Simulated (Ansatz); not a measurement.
# VW2C3 (Immm) in Ansatz: band structure with PBEsol

Aim: the band structure of VW2C3 with PBEsol.

Everything below comes from runs of Ansatz 0.2.0. Logs are shortened: lines on timing, memory, paths and dates and some standing lists are left out, and cuts for length are marked.

## (1) The structure

The structure is orthorhombic, space group Immm (No. 71). Conventional cell: a = 3.049 Å, b = 4.324 Å, c = 9.170 Å, α = 90.00°, β = 90.00°, γ = 90.00°. W (site symmetry mm2) has 6 C at 2.15 to 2.20 Å as nearest neighbours. V (site symmetry mmm) is surrounded by 6 C at 2.12 to 2.16 Å. C (site symmetry mm2) is surrounded by 2 V at 2.12 Å and 4 W at 2.16 to 2.20 Å. Around C (site symmetry mmm) lie 4 W at 2.15 Å and 2 V at 2.16 Å.

The cell comes from a database or a generator and needn't be the stable form of this composition.

## (2) Band structure, PBEsol, non-collinear spin, ferromagnetic start, spin-orbit coupling

input.yaml

```yaml
crystal:
  lattice:
    - [-1.524485, 2.16193, 4.585029]
    - [1.524485, -2.16193, 4.585029]
    - [1.524485, 2.16193, -4.585029]
  atoms:
    - { symbol: W, position: [0.834017, 0.334017, 0.5] }
    - { symbol: W, position: [0.165983, 0.665983, 0.5] }
    - { symbol: V, position: [0.5, 0.0, 0.5], spin: 2.0, spin_axis: [0.0, 0.0, 2.0] }
    - { symbol: C, position: [0.339039, 0.339039, 0.0] }
    - { symbol: C, position: [0.660961, 0.660961, 0.0] }
    - { symbol: C, position: [0.0, 0.0, 0.0] }
hamiltonian:
  xc: pbesol
  pseudopotentials: { kind: paw_fr }
magnetization:
  noncollinear: true
  spin_orbit: true
kpoints:
  mp_grid: { grid: [11, 11, 11] }
  band_path:
    path:
      - [[0.0, 0.0, 0.0], [-0.2776377158, 0.2776377158, 0.2776377158], [-0.4720550859, 0.4720550859, 0.0832203456], [-0.5, 0.5, 0.0], [-0.75, 0.25, 0.25], [-0.5, 0.0, 0.5], [-0.7223622842, -0.2776377158, 0.7223622842], [-0.5, -0.5, 0.5], [0.0, 0.0, 0.0], [-0.3055826298, 0.3055826298, -0.3055826298], [-0.5, 0.0, 0.0], [-0.75, 0.25, 0.25]]
      - [[-0.5279449141, 0.5279449141, -0.0832203456], [-0.3055826298, 0.3055826298, -0.3055826298]]
      - [[-0.6944173702, -0.3055826298, 0.3055826298], [-0.5, -0.5, 0.5]]
    npoints: 14
scf:
  occupations: { method: fermi_dirac, width: 0.05 }
  n_extra_bands: 15
output:
  forces: true
  stress: true
  eigenvalues: true
  fatbands: true
```

Potentials or basis: Ansatz PAW.

Started as:

```
> ansatz run input.yaml --threads 2 --pin off --max-ram 5632MiB --backend cpu --events-out ev --progress --plain --runs-dir out
```

Standard output:

```text
Warning: output.stress: scf.convergence.dr2_threshold = 1e-7 eV (the SCF's general default) is looser than the 6e-10 eV advised for a printed stress (1e-10 eV for each atom of the cell: 6). What an SCF threshold leaves in a stress goes as its square root, and in the free energy as the threshold itself, and one threshold admits the most on a small cell: of the crystals measured, under no hybrid functional and no lock of the moments, on runs that ended without the residual-converged pass, on stresses that held no estimate of that error, the worst erred by over 100 MPa in a component at 1e-7 eV an atom and by under 5 at 1e-10. Set scf.convergence.dr2_threshold to 6e-10 eV or tighter. The threshold is an SCF's pass mark: one that does not reach it within its budget of iterations ends unconverged, or closes short of it on a stop that the run arms, and scf.convergence.dr2_threshold's page says what that costs each kind of run
Warning: RAYON_NUM_THREADS=2 ignored (pool sized by the plan → 2); use --threads N
basis.fft_grid_basis auto: the FFT boxes are laid along the combinations [[1, 0, 1], [0, 1, 1], [0, 0, 1]] of the cell's own vectors, 4.324, 3.049 and 5.293 Å long. The dense box has 30×24×36 points. Along the cell's own vectors, as sized, it would have 36×36×36, 1.80 times as many. Of the 4 symmetry operations that the crystal satisfies within crystal.symmetry.tolerance (time reversal apart; of a slab, those that keep its plane) the dense box along the cell's own vectors carries 4, and the one as laid loses 2 of those. basis.fft_grid_basis: typed keeps the cell's own vectors: state it where this run's energies or levels are differenced outside the engine with another run's, or held beside a run that keeps those vectors.
scf.n_extra_bands = 15 over 53 filled bands (N_el = 53.0): the run solves 68 bands
Engine: ansatz 0.2.0, aarch64-unknown-linux-gnu
Pseudopotentials: kind: paw_fr
Pseudopotential: W, paw_fr, valence charge 14, recommended cutoff 420 eV (normal), W.paw.azcp#standard-fr
Pseudopotential: V, paw_fr, valence charge 13, recommended cutoff 420 eV (normal), V.paw.azcp#standard-fr
Pseudopotential: C, paw_fr, valence charge 4, recommended cutoff 420 eV (normal), C.paw.azcp#standard-fr
Functional definition: PBEsol
  exchange = pbesol_x
  correlation = pbesol_c
Crystal: 6 atoms, lattice volume = 60.446 Å³
Basis set: ecut = 420 eV, 1213 PW (Γ), FFT grids on a1+a3, a2+a3, a3, exchange–correlation on 60×48×72 points (8 copies of the dense FFT grid, shifted against one another)
Bands: 68, of which v1, the nominal top of the filled ones, is band 53 counted from 1 (52 counted from 0)
Symmetry: 4 space group operations + 4 with time reversal
Magnetic group: BNS 71.536 (UNI 634), of the structure as read, at distance tolerance 3.9e-5 Å
k-points: 216 of 1331 (time reversal used)
Projection manifold: j_resolved (fully-relativistic pseudo-atomic orbitals)
Non-local potential: W, projectors of the file, l = 0: 3, l = 1: 4, l = 2: 4, l = 3: 2
Non-local potential: V, projectors of the file, l = 0: 3, l = 1: 4, l = 2: 6, l = 3: 2
Non-local potential: C, projectors of the file, l = 0: 2, l = 1: 4, l = 2: 2
PAW form: soft (Blöchl's): semilocal exchange-correlation on the pseudo side does not see the compensation charge
PAW frozen core: W, regenerated for the run's functional, and the local potential with it (the file was generated under x = pbe(κ = 0.804, μ = 0.2195149727645171), c = pbe(β = 0.06672455060314922))
PAW frozen core: V, regenerated for the run's functional, and the local potential with it (the file was generated under x = pbe(κ = 0.804, μ = 0.2195149727645171), c = pbe(β = 0.06672455060314922))
PAW frozen core: C, regenerated for the run's functional, and the local potential with it (the file was generated under x = pbe(κ = 0.804, μ = 0.2195149727645171), c = pbe(β = 0.06672455060314922))
PAW one-centre angular grid: W, 590 points (default); XC on 64 Gauss nodes
PAW one-centre angular grid: V, 590 points (default); XC on 64 Gauss nodes
PAW one-centre angular grid: C, 110 points (default); XC on 64 Gauss nodes
Initial density: superposition of atomic densities (chi_scale 0.1, normalization cell, long waves kept (reshape's long-wave potential 0.00 eV rms))
Starting moments: Σ|m| = 2 μB on 1 of 6 sites
Initial wavefunctions: pseudopotential atomic-orbital guess
Functional: x = pbesol(κ = 0.804, μ = 0.12345679012345678), c = pbesol(β = 0.046)
[... 26 lines left out ...]
SCF 1 converged in 21 iterations: F = -24187.234103 eV  dr2 = 5.37e-11
NSCF: frozen V_eff on 185 k-points
SCF converged after 21 iterations
Magnetization: |M| = 0.0000 μB,  M = (-0.0000, -0.0000, +0.0000) μB
Absolute magnetization: 0.0000 μB (∫|m|, with the PAW one-centre terms)
  site 0: m = (+0.0000, +0.0000, -0.0000) μB, |m| = 0.0000 μB  (R = 0.89 Å)
  site 1: m = (-0.0000, -0.0000, -0.0000) μB, |m| = 0.0000 μB  (R = 0.89 Å)
  site 2: m = (-0.0000, +0.0000, +0.0000) μB, |m| = 0.0000 μB  (R = 0.88 Å)
  site 3: m = (+0.0000, -0.0000, +0.0000) μB, |m| = 0.0000 μB  (R = 0.88 Å)
  site 4: m = (-0.0000, +0.0000, +0.0000) μB, |m| = 0.0000 μB  (R = 0.88 Å)
  site 5: m = (+0.0000, +0.0000, -0.0000) μB, |m| = 0.0000 μB  (R = 0.89 Å)
Free energy (F): -24187.234103 eV
Harris-Foulkes:  -24187.234103 eV  (|F-HF|=5.09e-11)
Internal energy: -24187.208319 eV  (E = F + TS)
E sigma→0 (E₀):  -24187.221211 eV
Entropy (-TS):   -0.025783 eV (-4.297 meV/atom)
Fermi energy:    20.200674 eV
--- Per-component energies (eV) ---
  E_band       = -251.247480
  E_kinetic    = 1507.246449
  E_local      = -2279.111167  (includes V_loc(G=0)·N_el)
  E_nonlocal   = 28.420665
  E_hartree    = 891.379515
  E_xc         = -805.533927
  E_vxc        = -823.993601  (∫ρ·V_xc dr)
  E_paw        = -18282.682993  (= ΣΔE_a)
  E_vpaw       = -466.569172  (= ΣTr[D̂ρ^β])
  E_aug_tail   = 0.000137  (compensation charges beyond the density's cutoff)
  E_ewald      = -5247.593838
  E_core_change = 0.666839  (= ΣΔE_core)
  E_smearing   = -0.025783  (= −TS)
  E_closure    = 0.000000  (closes the sum)
  Σ components = -24187.234103   (vs F -24187.234103, Δ=0.00e0)
--- Forces (eV/Å), atoms counted from 1 ---
  atom   1  W      0.00000000     0.00000000    -0.06080960
  atom   2  W      0.00000000     0.00000000     0.06080960
  atom   3  V      0.00000000     0.00000000     0.00000000
  atom   4  C      0.00000000     0.00000000    -0.04167759
  atom   5  C      0.00000000    -0.00000000     0.04167759
  atom   6  C      0.00000000     0.00000000     0.00000000
  max |Σ_I F_I| component: 0.00e0 eV/Å
--- Stress (GPa, compression-positive) ---
       -9.608284      -0.000000       0.000000
        0.000000     -11.014013      -0.000000
        0.000000      -0.000000      -9.921568
  P = ⅓ Tr σ = -10.1813 GPa (-101.813 kbar)
--- Band table (eV; the first three rows and the last of 216) ---
  k-point 0: bands = ["-54.8102", "-54.8102", "-54.7720", "-54.7720", "-44.6518", "-44.6518", "-26.3300", "-26.3300", "-26.2028", "-26.2028", "-19.1799", "-19.1799", "-18.3961", "-18.3961", "-18.3156", "-18.3156", "-16.7656", "-16.7656", "-16.5152", "-16.5152", "-16.3782", "-16.3782", "-16.3098", "-16.3098", "4.9176", "4.9176", "8.0801", "8.0801", "8.7160", "8.7160", "12.5342", "12.5342", "13.4494", "13.4494", "14.1333", "14.1333", "14.9022", "14.9022", "14.9054", "14.9054", "15.7228", "15.7228", "17.8773", "17.8773", "17.9551", "17.9551", "18.2541", "18.2541", "19.6228", "19.6228", "19.6311", "19.6311", "19.6667", "19.6667", "19.8374", "19.8374", "19.8456", "19.8456", "20.0521", "20.0521", "20.1437", "20.1437", "20.8845", "20.8845", "21.4201", "21.4201", "22.1798", "22.1798"]
  k-point 1: bands = ["-54.8078", "-54.8078", "-54.7719", "-54.7719", "-44.6507", "-44.6507", "-26.3301", "-26.3301", "-26.2110", "-26.2110", "-19.1831", "-19.1831", "-18.3937", "-18.3937", "-18.3248", "-18.3248", "-16.7527", "-16.7527", "-16.5367", "-16.5367", "-16.3820", "-16.3820", "-16.3376", "-16.3376", "5.1425", "5.1425", "8.1306", "8.1306", "8.6582", "8.6582", "12.6678", "12.6678", "13.2848", "13.2848", "14.3493", "14.3493", "14.7465", "14.7465", "14.9234", "14.9234", "15.5378", "15.5378", "17.2780", "17.2780", "17.6119", "17.6119", "17.8627", "17.8627", "18.5684", "18.5684", "18.7084", "18.7084", "20.0635", "20.0635", "20.3150", "20.3150", "20.3526", "20.3526", "20.8597", "20.8597", "21.2240", "21.2240", "21.4217", "21.4217", "21.4842", "21.4842", "22.1040", "22.1040"]
  k-point 2: bands = ["-54.8012", "-54.8012", "-54.7717", "-54.7717", "-44.6478", "-44.6478", "-26.3305", "-26.3305", "-26.2330", "-26.2330", "-19.1921", "-19.1921", "-18.3877", "-18.3877", "-18.3488", "-18.3488", "-16.7267", "-16.7267", "-16.5795", "-16.5795", "-16.4424", "-16.4424", "-16.3659", "-16.3659", "5.7858", "5.7858", "8.2641", "8.2641", "8.5101", "8.5101", "12.9642", "12.9642", "13.0526", "13.0526", "14.3853", "14.3853", "14.7359", "14.7359", "14.9360", "14.9360", "15.2371", "15.2371", "15.8479", "15.8479", "16.5488", "16.5488", "16.6569", "16.6569", "18.9762", "18.9762", "19.0271", "19.0271", "20.4254", "20.4254", "20.6321", "20.6321", "20.6616", "20.6616", "20.7489", "20.7489", "20.9379", "20.9379", "22.1762", "22.1762", "22.5266", "22.5266", "23.1116", "23.1116"]
  k-point 215: bands = ["-54.8002", "-54.8002", "-54.7795", "-54.7795", "-44.6508", "-44.6508", "-26.3052", "-26.3052", "-26.2359", "-26.2359", "-19.1850", "-19.1849", "-18.3865", "-18.3865", "-18.3263", "-18.3263", "-16.6657", "-16.6657", "-16.5394", "-16.5394", "-16.4879", "-16.4879", "-16.3230", "-16.3230", "6.5320", "6.5320", "7.0181", "7.0181", "7.3768", "7.3768", "13.8705", "13.8705", "14.1262", "14.1262", "14.6354", "14.6354", "14.9282", "14.9282", "15.3316", "15.3316", "15.9230", "15.9230", "16.0073", "16.0073", "16.0974", "16.0974", "17.5878", "17.5878", "18.2662", "18.2662", "18.4983", "18.4983", "18.9625", "18.9625", "20.4538", "20.4538", "20.8282", "20.8282", "21.5367", "21.5367", "21.7191", "21.7191", "21.9103", "21.9103", "22.1373", "22.1373", "22.3518", "22.3518"]
```

Wall time 8.8 min (2 threads of Arm Neoverse V1, shared host); peak memory 1.6 GiB.

Results:

* Free energy: -24187.2341 eV
* Pressure: -10.2 GPa
* Largest force: 0.061 eV/Å
* Band gap on the k mesh: none (metal or under the smearing width)
* Net moment: 0.00 μB per cell
* Absolute moment: 0.00 μB per cell

Forces in eV/Å, atoms in the order of the input:
```
W    0.000  0.000 -0.061
W    0.000  0.000  0.061
V    0.000  0.000  0.000
C    0.000  0.000 -0.042
C    0.000  0.000  0.042
C    0.000  0.000  0.000
```

Levels at the corners of the path, in eV from the Fermi level:
```
point  band 48  band 49  band 50  band 51  band 52  band 53  band 54  band 55  band 56  band 57
    Γ    -1.95    -0.58    -0.58    -0.57    -0.57    -0.53    -0.53    -0.36    -0.36    -0.36
    X    -2.82    -2.19    -2.19    -1.91    -1.91     0.19     0.19     0.66     0.66     1.23
    L    -4.26    -0.33    -0.33    -0.27    -0.27     0.76     0.76     0.87     0.87     1.21
    T    -4.32     0.34     0.34     0.36     0.36     0.60     0.60     0.82     0.82     0.86
    W    -4.69     0.40     0.40     0.61     0.61     0.72     0.72     0.79     0.79     0.98
    R    -2.21    -1.85    -1.85    -0.92    -0.92    -0.64    -0.64     0.68     0.68     1.06
   X1    -2.82    -2.19    -2.19    -1.91    -1.91     0.19     0.19     0.66     0.66     1.23
    Z    -2.17    -1.84    -1.84    -1.36    -1.36    -0.92    -0.92     0.22     0.22     0.58
    Γ    -1.95    -0.58    -0.58    -0.57    -0.57    -0.53    -0.53    -0.36    -0.36    -0.36
    Y    -2.86    -2.57    -2.57     0.01     0.01     0.13     0.13     0.26     0.26     0.34
    S    -3.73    -2.04    -2.04    -1.39    -1.39     0.35     0.35     0.83     0.83     0.88
    W    -4.69     0.40     0.40     0.61     0.61     0.72     0.72     0.79     0.79     0.98
   L1    -4.26    -0.33    -0.33    -0.27    -0.27     0.76     0.76     0.87     0.87     1.21
    Y    -2.86    -2.57    -2.57     0.01     0.01     0.13     0.13     0.26     0.26     0.34
   Y1    -2.86    -2.57    -2.57     0.01     0.01     0.13     0.13     0.26     0.26     0.34
    Z    -2.17    -1.84    -1.84    -1.36    -1.36    -0.92    -0.92     0.22     0.22     0.58
```

Moments on the atoms (μB; x, y, z):
```
W   0.00 0.00 0.00
W   0.00 0.00 0.00
V   0.00 0.00 0.00
C   0.00 0.00 0.00
C   0.00 0.00 0.00
C   0.00 0.00 0.00
```

Caveat: the pressure holds a Pulay correction of +0.3 GPa for the finite cutoff; the PAW data sets come from PBE, with cores solved anew for the run's functional, which leaves a small shift of forces and pressure; the starting moments weren't kept; the thresholds are loose for stress.
